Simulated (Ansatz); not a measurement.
# Sr2SO: the cost of one run

All numbers are computed with Ansatz 0.2.0, driven from Python. The levels of theory stand in the script.

## Step 1: The structure

It takes space group P4/mmm (No. 123, tetragonal). The conventional cell has a = 4.043 Å, b = 4.043 Å, c = 5.718 Å, α = 90.00°, β = 90.00°, γ = 90.00°. Sr (site symmetry 4/mmm) has 2 S at 2.86 Å and 4 O at 2.86 Å in its first shell of neighbours. Around Sr (site symmetry 4/mmm) lie 2 O at 2.86 Å and 4 S at 2.86 Å. S (site symmetry 4/mmm) has 6 Sr at 2.86 Å in its first shell of neighbours. O (site symmetry 4/mmm) is surrounded by 6 Sr at 2.86 Å.

No structure file is read: the coordinates are typed or built in the script.

## Step 2: The code

File run_xc.py:

```python
'''Functional comparison for Sr2SO (totals differ with the potentials too).'''

import csv
import warnings

import ansatz


def main() -> None:
    warnings.simplefilter('ignore', ansatz.DeckWarning)

    xtal = (
        ansatz.Lattice.of([4.043237, 0.0, 0.0], [0.0, 4.043237, 0.0], [0.0, 0.0, 5.718])
        .atom('Sr', [0.0, 0.0, 0.0])
        .atom('Sr', [0.5, 0.5, 0.5])
        .atom('S', [0.0, 0.0, 0.5])
        .atom('O', [0.5, 0.5, 0.0])
    )

    base = (
        xtal.calculation()
        .occupations('Fixed')
        .basis(510)
        .kpoints(4)
        .stress()
    )

    rows = []
    for value in ['blyp', 'pbesol', 'rpbe', 'pbe']:
        rep = base.functional(value).run(threads=1, pin='off').report
        rows.append((value, rep['free_energy_ev'] / len(rep['lattice']['sites']), rep['n_iterations'], sum(rep['stress_gpa'][i][i] for i in range(3)) / 3, rep['n_kpoints']))

    with open('xc.csv', 'w', newline='') as handle:
        writer = csv.writer(handle)
        writer.writerow(['functional', 'F/atom (eV)', 'iterations', 'P (GPa)', 'k-points'])
        writer.writerows([round(v, 5) if isinstance(v, float) else v for v in row] for row in rows)
    print(open('xc.csv').read())


if __name__ == '__main__':
    main()
```

## Step 3: What the engine is handed

The package turns the script's settings into the engine's input (first run):

```yaml
crystal:
  lattice:
    - [4.043237, 0.0, 0.0]
    - [0.0, 4.043237, 0.0]
    - [0.0, 0.0, 5.718]
  atoms:
    - { symbol: Sr, position: [0.0, 0.0, 0.0] }
    - { symbol: Sr, position: [0.5, 0.5, 0.5] }
    - { symbol: S, position: [0.0, 0.0, 0.5] }
    - { symbol: O, position: [0.5, 0.5, 0.0] }
basis:
  ecutwfc: 510.0
kpoints:
  mp_grid:
    grid: [4, 4, 4]
hamiltonian:
  xc: blyp
scf:
  occupations:
    method: fixed
output:
  stress: true
```

## Step 4: The run

Started as:

```console
$ python run_xc.py
```

What time and memory should one allow on 1 thread of Arm Neoverse V1, shared host?

About 13 s, with a peak of 0.4 GiB.
